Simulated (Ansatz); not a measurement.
# GaAs (zincblende type): the cost of one run

Method: DFT, LDA, PAW with Ansatz's default frozen-core files, scalar-relativistic, in Ansatz 0.2.0.

1 further run of the same task is left out (it didn't finish).

### 1 Starting point

It takes space group F-43m (No. 216, cubic). The conventional cell has a = 5.795 Å, b = 5.795 Å, c = 5.795 Å, α = 90.00°, β = 90.00°, γ = 90.00°. Around Ga (site symmetry -43m) lie 4 As at 2.51 Å. As (site symmetry -43m) has 4 Ga at 2.51 Å as nearest neighbours.

Coordinates:

```xyz
2
Lattice="0.0000 2.8976 2.8976 2.8976 0.0000 2.8976 2.8976 2.8976 0.0000" Properties=species:S:1:pos:R:3 pbc="T T T"
Ga    0.0000    0.0000    0.0000
As    1.4488    1.4488    1.4488
```

Atoms are numbered in the order of the input: Ga1, As2.

### 2 Bulk cell relaxed, PAW

input.yaml

```yaml
crystal:
  lattice:
    - [0.0, 2.897629242, 2.897629242]
    - [2.897629242, 0.0, 2.897629242]
    - [2.897629242, 2.897629242, 0.0]
  atoms:
    - { symbol: Ga, position: [0.0, 0.0, 0.0] }
    - { symbol: As, position: [0.25, 0.25, 0.25] }
kpoints:
  mp_grid: { grid: [10, 10, 10] }
scf:
  occupations: { method: fermi_dirac, width: 0.02 }
hamiltonian:
  xc: lda
  pseudopotentials: { kind: paw }
output:
  forces: true
  stress: true
relax:
  f_tol: 0.005
  max_steps: 40
  cell: {}
```

The run is started by

```
$ ansatz run input.yaml --threads 2 --pin off --max-ram 4096MiB --backend cpu --events-out ev --progress --plain --runs-dir out
```

**Question.** How long does this run take on 2 threads of Intel Xeon Platinum 8488C (Sapphire Rapids), shared host, and how much memory does it need?

About 11 s, with a peak of 0.43 GiB.
